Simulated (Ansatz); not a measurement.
# YbS (Fm-3m): equation of state

The task here is to estimate one member of a computed series from the others.

Computed with Ansatz 0.2.0 (DFT PBEsol, scalar-relativistic, plane waves, PAW, unless a step's input says otherwise).

## The starting structure

It takes space group Fm-3m (No. 225, cubic). The conventional cell has a = 5.464 Å, b = 5.464 Å, c = 5.464 Å, α = 90.00°, β = 90.00°, γ = 90.00°. Yb (site symmetry m-3m) is surrounded by 6 S at 2.73 Å. S (site symmetry m-3m) is surrounded by 6 Yb at 2.73 Å.

Coordinates:

```
Yb S
1.0
     0.00000    2.73195    2.73195
     2.73195    0.00000    2.73195
     2.73195    2.73195    0.00000
Yb S
1 1
Cartesian
  2.7319 2.7319 2.7319
  0.0000 0.0000 0.0000
```

This cell comes from an earlier session at PBEsol: 20.390 Å³/atom at 0.04 GPa, on a 10×10×10 mesh.

Volume factors to run: 0.980, 1.020, 0.960, 1.040.

Set-up of the first run:

Input file input.yaml:

```yaml
crystal:
  lattice:
    - [0.0, 2.7136133732, 2.7136133732]
    - [2.7136133732, 0.0, 2.7136133732]
    - [2.7136133732, 2.7136133732, 0.0]
  atoms:
    - { symbol: Yb, position: [0.5, 0.5, 0.5] }
    - { symbol: S, position: [0.0, 0.0, 0.0] }
basis:
  ecutwfc: 420
  ecutrho_ratio: 4
kpoints:
  mp_grid: { grid: [10, 10, 10] }
hamiltonian:
  xc: pbesol
scf:
  occupations: { method: gaussian, width: 0.05 }
output:
  forces: true
  stress: true
  eigenvalues: true
```

Command:

```sh
$ ansatz run input.yaml --threads 1 --pin off --max-ram 2560MiB --backend cpu --events-out ev --progress --plain --runs-dir out
```

Among the steps run: Volume × 0.980; At 1.020 of the relaxed volume; Scaling the volume by 0.960; Volume × 1.040.

One table of the session follows, with a row left open; its other results are not shown here.

It belongs to the step «The fit». 

| volume (Å³/atom) | energy (meV/atom) | pressure (GPa) |
| --- | --- | --- |
| 19.574 | 8.02 | 3.23 |
| 19.982 | ? | ? |
| 20.390 | 0.00 | 0.04 |
| 20.798 | 1.62 | -1.30 |
| 21.206 | 6.45 | -2.51 |

Estimate the missing values for volume (Å³/atom) = 19.982.

Worked estimate for «energy (meV/atom)». A straight line through the neighbours (19.574, 8.02) and (20.390, 0.00) gives 8.02 + (0.00 − 8.02) × (19.982 − 19.574) / (20.390 − 19.574) = 4.01; a parabola fitted to 3 rows on both sides gives 2.13.

The run gave: energy (meV/atom): 1.99; pressure (GPa): 1.55. In «energy (meV/atom)» the line misses by +2.02 and the parabola by +0.14.
